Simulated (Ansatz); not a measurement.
# W (database structure): how the settings move a single-point run

Aim: see which settings change the result for W (database structure), by how much, and at what cost.

The COD cell was measured well above room temperature, so it is larger than a cold one.

Program: Ansatz 0.2.0. Level of theory: reference: DFT r2SCAN, plane waves, PAW, scalar-relativistic, no spin polarisation. These are calculated values, not measurements.

## Step 1: The starting structure

The structure is cubic, space group Im-3m (No. 229). The conventional cell has a = 3.216 Å, b = 3.216 Å, c = 3.216 Å, α = 90.00°, β = 90.00°, γ = 90.00°. Around W (site symmetry m-3m) lie 8 W at 2.79 Å.

As a file:

```cif
data_structure
_symmetry_space_group_name_H-M 'Im-3m'
_symmetry_Int_Tables_number 229
_cell_length_a 3.2164
_cell_length_b 3.2164
_cell_length_c 3.2164
_cell_angle_alpha 90.000
_cell_angle_beta 90.000
_cell_angle_gamma 90.000
_cell_volume 33.27
loop_
_atom_site_label
_atom_site_type_symbol
_atom_site_symmetry_multiplicity
_atom_site_Wyckoff_symbol
_atom_site_fract_x
_atom_site_fract_y
_atom_site_fract_z
_atom_site_occupancy
W1 W 2 a 0.00000 0.00000 0.00000 1
```

## Step 2: Baseline

The input, input.yaml:

```yaml
crystal:
  lattice:
    - [-1.60817562, 1.60817562, 1.60817562]
    - [1.60817562, -1.60817562, 1.60817562]
    - [1.60817562, 1.60817562, -1.60817562]
  atoms:
    - { symbol: W, position: [0.0, 0.0, 0.0] }
  symmetry: { tolerance: 0.0003 }
kpoints:
  mp_grid: { grid: [8, 8, 8], shift: [0, 0, 0] }
magnetization:
  spin_polarized: false
scf:
  occupations: { method: fermi_dirac }
hamiltonian:
  pseudopotentials: { kind: paw }
  xc: r2scan
basis:
  ecutwfc: 500
output:
  forces: true
  stress: true
  eigenvalues: true
```

On the command line:

```console
$ ansatz run input.yaml --threads 1 --pin off --max-ram 2560MiB --backend cpu --events-out ev --progress --plain --runs-dir out
```

## Step 3: Changing settings: ecutwfc 600 eV

Edit input.yaml of step 2 so:

```diff
@@ -18,3 +18,3 @@
 basis:
-  ecutwfc: 500
+  ecutwfc: "600 eV"
 output:
@@ -23 +23,5 @@
   eigenvalues: true
+  write_density: true
+  write_potential: true
+  elf: true
+  volumetric_format: npy
```

## Step 4: Changing settings: lower_state_search standard, xc pbe

Edit input.yaml of step 2 so:

```diff
@@ -14,5 +14,6 @@
   occupations: { method: fermi_dirac }
+  lower_state_search: standard
 hamiltonian:
   pseudopotentials: { kind: paw }
-  xc: r2scan
+  xc: pbe
 basis:
@@ -23 +24,5 @@
   eigenvalues: true
+  write_density: true
+  write_potential: true
+  elf: true
+  volumetric_format: npy
```

## Step 5: Variant: hubbard.sites [{species: W, l: d, u_eff: 3.0}], hubbard.double_counting fll

Edit input.yaml of step 2 so:

```diff
@@ -17,2 +17,3 @@
   xc: r2scan
+  hubbard: { sites: [{ species: W, l: d, u_eff: 3.0 }], double_counting: fll }
 basis:
```

## Step 6: A further run, with the input changed

Edit input.yaml of step 2 so:

```diff
@@ -9,3 +9,3 @@
 kpoints:
-  mp_grid: { grid: [8, 8, 8], shift: [0, 0, 0] }
+  mp_grid: { grid: [8, 7, 9], shift: [0, 0, 0] }
 magnetization:
@@ -14,2 +14,3 @@
   occupations: { method: fermi_dirac }
+  max_iter: 75
 hamiltonian:
```

(Steps that only read results are left out.)

Q: Predict the outcome of this session. Wanted: for each run, ending; energy change; pressure; gap; force.

The runs gave:

```
                                                                           run     ending                                        energy change  pressure (GPa)  gap (eV)  force (eV/Å)  cycles    time
                                                                     reference  converged                                                    0           -12.9      0.00          0.00       6  0.75 s
                                                             1: ecutwfc 600 eV  converged                                        -2.1 meV/atom           -12.9      0.00          0.00       6  0.96 s
                                        2: lower_state_search standard, xc pbe  converged                                       not comparable            -8.5      0.00          0.00       6  0.48 s
3: hubbard.sites [{species: W, l: d, u_eff: 3.0}], hubbard.double_counting fll  converged  +3.61 eV/atom (U changed: no physical gain or loss)            -9.9      0.00          0.00       7   1.2 s
                                                     4: mp_grid.grid [8, 7, 9]  converged                                        +4.1 meV/atom           -13.1      0.00          0.00       6     3 s
```

Times don't compare one to one where runs were asked for different outputs or read a saved state (see the inputs); cycles may leave out searches for a lower state.

Residual by cycle in the longest SCF loop of each run; runs are numbered as in the table. The quantity is the density residual dr2, in eV.

```
cycle  reference    run 1   run 2    run 3    run 4
    1    0.00265  0.00277  2.3e-4    0.517   0.0029
    2     6.3e-4   6.6e-4  4.5e-5   0.0512   5.6e-4
    3     2.3e-5   2.5e-5  2.4e-6  0.00493   3.2e-5
    4     1.6e-7   1.9e-7  1.2e-6   1.4e-4   2.0e-7
    5     2.9e-9   2.8e-9  2.4e-7   1.3e-6   1.1e-8
    6    1.2e-10  7.1e-11  1.2e-8   2.8e-9  1.4e-10
    7          -        -       -  8.0e-12        -
```

**Reading.** Of the converged runs whose energies compare with the reference's, «mp_grid.grid [8, 7, 9]» moves the energy most (+4.1 meV/atom). A changed U is a change of model: its shifts are not errors of convergence. The structure is not at rest: the sound run finds -13 GPa, so these are no properties of the relaxed crystal. 

Caveats on the reference run: it is run without spin, though an odd electron count or open d shells could carry moments; its mesh is coarse for a cell with so small a gap or none.
